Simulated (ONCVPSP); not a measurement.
**An ONCV potential for copper, from input to tests**

Aim: build the potential from the settings below, then test how well it stands in for the atom: other configurations, scattering, ghost states and the plane-wave cutoff that it needs.

The numbers are computed with ONCVPSP 4.0.1.1 (patched build) (PBE, scalar-relativistic, spin-unpolarised reference atom).

15 further runs of the same task are left out: 2 that didn't finish, 13 set aside as unsound or not needed.

**1. Settings**

The settings as typed:

```json
{
 "element": "copper (Cu, Z = 29)",
 "type": "optimised norm-conserving Vanderbilt (ONCV)",
 "frozen core": "[Ne]",
 "valence charge": "19",
 "reference configuration": "3s2 3p6 3d10 4s1",
 "partial waves": "3s+4s: rc 1.25 bohr, ncon 4, nbas 8, qcut 11.7 1/bohr, 3 projectors, debl 3.8 Ha; 3p: rc 0.65 bohr, ncon 4, nbas 8, qcut 11.5 1/bohr, 3 projectors, debl 3.7 Ha; 3d: rc 0.85 bohr, ncon 3, nbas 7, qcut 17.6 1/bohr, 2 projectors, debl 3.8 Ha",
 "local potential": "polynomial inside 0.55 bohr (lpopt 5, dvloc0 0 Ha)",
 "core correction": "Teter function, parameters optimised by the program"
}
```

The nodes and maxima of the atom's own shells, from an earlier all-electron run, set the scale for the radii.

All-electron outer shells of the reference configuration (PBE, scalar-relativistic, ld1.x):

```tsv
shell	level (eV)	outermost node (bohr)	outermost maximum (bohr)
2p	-916.98	–	0.16
3s	-114.70	0.29	0.61
3p	-72.14	0.26	0.62
3d	-5.04	–	0.60
4s	-4.61	0.89	2.27
4p	-0.70	0.97	3.65
```

**2. Generation**

Cu.dat

```
# ATOM AND REFERENCE CONFIGURATION
# atsym  z   nc   nv     iexc    psfile
  Cu 29.00    3    4        4      upf
#
#   n    l    f
    1    0    2.00
    2    0    2.00
    2    1    6.00
    3    0    2.00
    3    1    6.00
    3    2   10.00
    4    0    1.00
#
# PSEUDOPOTENTIAL AND OPTIMIZATION
# lmax
    2
#
#   l,   rc,      ep,       ncon, nbas, qcut
    0    1.25    0.00    4    8   11.70
    1    0.65    0.00    4    8   11.50
    2    0.85    0.00    3    7   17.60
#
# LOCAL POTENTIAL
# lloc, lpopt,  rc(5),   dvloc0
    4    5    0.55    0.00
#
# VANDERBILT-KLEINMAN-BYLANDER PROJECTORs
# l, nproj, debl
    0    3    3.80
    1    3    3.70
    2    2    3.80
#
# MODEL CORE CHARGE
# icmod, fcfact, rcfact
    4    0.50    0.00
#
# LOG DERIVATIVE ANALYSIS
# epsh1, epsh2, depsh
   -6.00    5.00    0.04
#
# OUTPUT GRID
# rlmax, drl
    6.00    0.01
#
# TEST CONFIGURATIONS
# ncnf
    4
# nvcnf
#   n    l    f
    4
    3    0    2.00
    3    1    6.00
    3    2   10.00
    4    0    0.00
#
    4
    3    0    2.00
    3    1    6.00
    3    2    9.00
    4    0    0.00
#
    4
    3    0    2.00
    3    1    6.00
    3    2    8.00
    4    0    0.00
#
    5
    3    0    2.00
    3    1    6.00
    3    2    9.00
    4    0    1.00
    4    1    1.00
#
```

The run is started by

```
oncvpsp.x < Cu.dat > Cu.out
```

What does the calculation give? Wanted: cutoffs for 1 and 0.1 mHa per electron, occupied waves; bound ghosts; GHOST(+) flags; largest test error; largest phase difference near zero energy, channels read; rms error of d²Exc/dn², without and with the model core.

The runs gave:

| quantity | value |
| --- | --- |
| cutoffs for 1 and 0.1 mHa per electron, occupied waves | 143 Ha and 436 Ha |
| bound ghosts | p at -621.49 eV |
| GHOST(+) flags | s at 695 eV |
| largest test error (AE − PS) | -2.3 meV, for 3s2 3p6 3d9 4s0 (1 test unsolved) |
| largest phase difference near zero energy, channels read | 0.000 rad |
| rms error of d²Exc/dn², without and with the model core | 2.04 and 1.02 mHa |

What this shows: It has a bound ghost (p), a state that the atom doesn't have, and that rules the file out. The worst unpolarised test, 3s2 3p6 3d9 4s0, is off by 2.3 meV on 29.5 eV; by total energies transferability rates as very good where solved. Atomic tests can pass in spite of a ghost, since they solve only for the levels asked. Of the tests 1 gave no usable energy difference, which is a warning in itself. The potential is very hard: the looser tolerance needs 143 Ha. The tighter tolerance needs 436 Ha, and converged work needs a cutoff nearer that. At the looser tolerance the 3p wave is the slowest; 3d needs 118 Ha. Near zero energy the phases of the channels with partial waves agree within 0.001 rad. The program also flags highly localised states, GHOST(+) (s).
